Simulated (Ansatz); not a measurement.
# CH5BN2: the cost of one run

Computed with the Python package of Ansatz 0.2.0. Level of theory: PBE/def2-SVP.

## (1) Starting point

Bond lengths: N1–C2 1.439 Å, C2–B3 1.530 Å, C2–N4 1.436 Å, B3–N4 1.536 Å, N1–H5 1.068 Å, N1–H6 1.121 Å, C2–H7 1.082 Å, B3–H8 1.213 Å, N4–H9 1.114 Å. Angles (14 of 15 angles, heavy atoms first): N1–C2–B3 111.3°, N1–C2–N4 108.5°, B3–C2–N4 62.3°, C2–B3–N4 55.9°, C2–N4–B3 61.9°, N1–C2–H7 121.2°, B3–C2–H7 120.4°, N4–C2–H7 118.9°, C2–N1–H5 108.0°, C2–N1–H6 105.3°, C2–B3–H8 154.5°, N4–B3–H8 149.5°, C2–N4–H9 106.7°, B3–N4–H9 105.5°.

ch5bn2.xyz, read by the script:

```xyz
9

N     0.36760    1.09040   -0.72690
C    -0.31320   -0.02510   -0.12390
B     0.67760   -1.07930    0.37270
N    -0.00350   -0.04270    1.27810
H     0.36550    0.94520   -1.78460
H    -0.32850    1.96130   -0.60930
H    -1.30550   -0.31490   -0.44400
H     1.46260   -1.99370    0.23750
H    -0.83410   -0.58750    1.78320
```

## (2) The code

md.py

```python
# -*- coding: utf-8 -*-
'''Molecular dynamics of one CH5BN2 molecule.'''

import ansatz as az
import numpy as np

config = {
    'basis_set': 'def2-SVP',
    'functional': 'pbe',
    'n_steps': 20,
    'temperature_k': 800,
}

geometry = az.Crystal.molecule_from_extxyz('ch5bn2.xyz')

base = geometry.calculation().basis(gaussian=config['basis_set']).functional(config['functional'])
symbols = [site.symbol for site in geometry.cartesian_sites]
start = np.array([site.position_ang for site in geometry.cartesian_sites], dtype=float)
r = base.relax(force_tolerance=0.02).run().report
end = np.array(r['positions_ang'])
minimum = az.Crystal.molecule()
for symbol, place in zip(symbols, end):
    minimum = minimum.atom(symbol, place.tolist())

# dynamics from the relaxed geometry
base = (
    minimum.calculation()
    .basis(gaussian=config['basis_set'])
    .functional(config['functional'])
    .md('nve', timestep=0.5, steps=config['n_steps'], temperature=config['temperature_k'], initial_velocities='maxwell_boltzmann', seed=75)
)
frames = []
out = base.session().plan().execute(on_event=lambda e: frames.append(e['data']) if e['event'] == 'md_step' else None)
print('t (fs)   E_pot (eV)      E_kin (eV)   T (K)   d(0-1) (A)')
for f in frames[::2]:
    xyz = np.array(f['positions_ang'])
    print(f'{f["time_fs"]:6.2f} {f["lagrangian_ev"]:14.5f} {f["e_kin_ev"]:10.5f} {f["temperature_k"]:8.1f} {np.linalg.norm(xyz[0] - xyz[1]):9.4f}')
kept = np.array([f['conserved_ev'] for f in frames])
print(f'conserved energy moves by at most {1000 * np.ptp(kept):.3f} meV')
```

## (3) What the engine is handed

The package turns the script's settings into the engine's input (first run):

```yaml
crystal:
  periodic: [false, false, false]
  atoms:
    - { symbol: "N", position_ang: [0.3676, 1.0904, -0.7269] }
    - { symbol: C, position_ang: [-0.3132, -0.0251, -0.1239] }
    - { symbol: B, position_ang: [0.6776, -1.0793, 0.3727] }
    - { symbol: "N", position_ang: [-0.0035, -0.0427, 1.2781] }
    - { symbol: H, position_ang: [0.3655, 0.9452, -1.7846] }
    - { symbol: H, position_ang: [-0.3285, 1.9613, -0.6093] }
    - { symbol: H, position_ang: [-1.3055, -0.3149, -0.444] }
    - { symbol: H, position_ang: [1.4626, -1.9937, 0.2375] }
    - { symbol: H, position_ang: [-0.8341, -0.5875, 1.7832] }
basis:
  gaussian:
    orbitals: def2-SVP
hamiltonian:
  xc: pbe
relax:
  f_tol: 0.02
```

## (4) The run

The run is started by

```bash
python md.py
```

**Question.** How long does this script take on 1 thread of Intel Xeon at 2.80GHz (Skylake/Cascade Lake), shared host, and how much memory does it need?

About 61 s, with a peak of 0.23 GiB.
